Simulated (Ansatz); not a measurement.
# Ti3Al: the cost of one run

Program: Ansatz 0.2.0. Level of theory: DFT r2SCAN, scalar-relativistic, plane waves, PAW. These are calculated values, not measurements.

The COD entry's cell or inner coordinates are ideal or old and differ from later refinements, so a difference from it is no clean test against experiment.

1 further run of the same task is left out (it didn't finish).

**1. The system as given**

Symmetry: P6_3/mmc, No. 194, hexagonal system. The conventional cell has a = 5.764 Å, b = 5.764 Å, c = 4.664 Å, α = 90.00°, β = 90.00°, γ = 120.00°. Ti (site symmetry mm2) is surrounded by 4 Al at 2.86 to 2.88 Å and 8 Ti at 2.86 to 2.88 Å. Around Al (site symmetry -6m2) lie 12 Ti at 2.86 to 2.88 Å.

Structure file:

```cif
data_structure
_symmetry_space_group_name_H-M 'P6_3/mmc'
_symmetry_Int_Tables_number 194
_cell_length_a 5.7640
_cell_length_b 5.7640
_cell_length_c 4.6640
_cell_angle_alpha 90.000
_cell_angle_beta 90.000
_cell_angle_gamma 120.000
_cell_volume 134.20
loop_
_atom_site_label
_atom_site_type_symbol
_atom_site_symmetry_multiplicity
_atom_site_Wyckoff_symbol
_atom_site_fract_x
_atom_site_fract_y
_atom_site_fract_z
_atom_site_occupancy
Ti1 Ti 6 h 0.83330 0.16670 0.25000 1
Al1 Al 2 c 0.33333 0.66667 0.25000 1
```

Source of the structure: the Crystallography Open Database.

(A quick probe on a coarse mesh, which set the mesh and smearing, is not shown.)

**3. The relaxation**

input.yaml reads:

```yaml
crystal:
  lattice:
    - [5.7639998149, 0.0, 0.0]
    - [-2.8819999075, 4.9917702671, 0.0]
    - [0.0, 0.0, 4.664]
  atoms:
    - { symbol: Ti, position: [0.8333, 0.1667, 0.25] }
    - { symbol: Ti, position: [0.6666, 0.8333, 0.75] }
    - { symbol: Ti, position: [0.8333, 0.6666, 0.25] }
    - { symbol: Ti, position: [0.1667, 0.8333, 0.75] }
    - { symbol: Ti, position: [0.3334, 0.1667, 0.25] }
    - { symbol: Ti, position: [0.1667, 0.3334, 0.75] }
    - { symbol: Al, position: [0.3333333333, 0.6666666667, 0.25] }
    - { symbol: Al, position: [0.6666666667, 0.3333333333, 0.75] }
basis:
  ecutwfc: 500
kpoints:
  mp_grid: { grid: [6, 6, 8] }
hamiltonian:
  xc: r2scan
scf:
  occupations: { method: gaussian, width: 0.1 }
output:
  forces: true
  stress: true
  eigenvalues: true
relax:
  adjacent_minimum: "off"
  f_tol: 0.005
  max_steps: 80
  cell: { stress_tol: 0.05 }
```

Command:

```console
$ ansatz run input.yaml --threads 4 --pin off --max-ram 10240MiB --backend cpu --events-out ev --progress --plain --runs-dir out
```

Q: Estimate wall time and peak memory on 4 threads of Intel Xeon at 2.70GHz, shared host.

About 47 s, with a peak of 0.97 GiB.
